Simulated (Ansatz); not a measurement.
# CH5BCl2S: the cost of one run

All numbers below are computed with Ansatz 0.2.0 (RKS PBE0-D4/def2-SVP).

### 1 The starting structure

Bond lengths: B1–Cl2 2.210 Å, B1–C3 1.600 Å, C3–H4 1.110 Å, C3–H5 1.110 Å, C3–H6 1.110 Å, B1–Cl7 1.860 Å, B1–S8 2.190 Å, S8–H9 1.400 Å, Cl2–H10 1.343 Å, S8–H10 1.384 Å. Angles (14 of 17 angles, heavy atoms first): Cl2–B1–C3 120.0°, Cl2–B1–Cl7 120.0°, Cl2–B1–S8 71.6°, C3–B1–Cl7 120.0°, C3–B1–S8 105.4°, Cl7–B1–S8 92.8°, B1–Cl2–H10 73.4°, B1–C3–H4 109.5°, B1–C3–H5 109.5°, B1–C3–H6 109.5°, B1–S8–H9 109.5°, B1–S8–H10 73.5°, Cl2–H10–S8 141.5°, H4–C3–H5 109.4°.

Coordinates:

```xyz
10

B     0.0000    0.0000    0.0000
Cl    0.0000    0.0000    2.2100
C     1.3856    0.0000   -0.8000
H     1.7152   -1.0462   -0.9702
H     1.2491    0.5080   -1.7774
H     2.1552    0.5381   -0.2082
Cl   -1.6108    0.0000   -0.9300
S    -0.2739    2.0601    0.6906
H    -1.5750    2.4834    0.3940
H    -0.1696    1.2759    1.8263
```

### 2 A restrained relaxation towards end A

Springs on the bonds that form and break draw the guess towards this end; the thresholds are loose.

Input file input.yaml:

```yaml
crystal:
  periodic: [false, false, false]
  atoms:
    - { symbol: B, position_ang: [0.0, 0.0, 0.0] }
    - { symbol: Cl, position_ang: [0.0, 0.0, 2.21] }
    - { symbol: C, position_ang: [1.3856, 0.0, -0.8] }
    - { symbol: H, position_ang: [1.7152, -1.0462, -0.9702] }
    - { symbol: H, position_ang: [1.2491, 0.508, -1.7774] }
    - { symbol: H, position_ang: [2.1552, 0.5381, -0.2082] }
    - { symbol: Cl, position_ang: [-1.6108, 0.0, -0.93] }
    - { symbol: S, position_ang: [-0.2739, 2.0601, 0.6906] }
    - { symbol: H, position_ang: [-1.575, 2.4834, 0.394] }
    - { symbol: H, position_ang: [-0.1696, 1.2759, 1.8263] }
basis:
  gaussian: { orbitals: def2-SVP }
hamiltonian:
  xc: pbe0
  dispersion: d4
relax:
  f_tol: 0.15
  max_steps: 25
  restrain:
    - { distance: [0, 7], at: 3.09, k: 30.0 }
    - { distance: [9, 1], at: 2.57, k: 30.0 }
    - { distance: [0, 1], at: 1.86, k: 30.0 }
    - { distance: [9, 7], at: 1.4, k: 30.0 }
```

The run is started by

```
$ ansatz run input.yaml --threads 2 --pin off --max-ram 3072MiB --backend cpu --events-out ev --progress --plain --runs-dir out
```

**Question.** How long does this run take on 2 threads of Arm Neoverse V1, shared host, and how much memory does it need?

About 28 s, with a peak of 0.25 GiB.
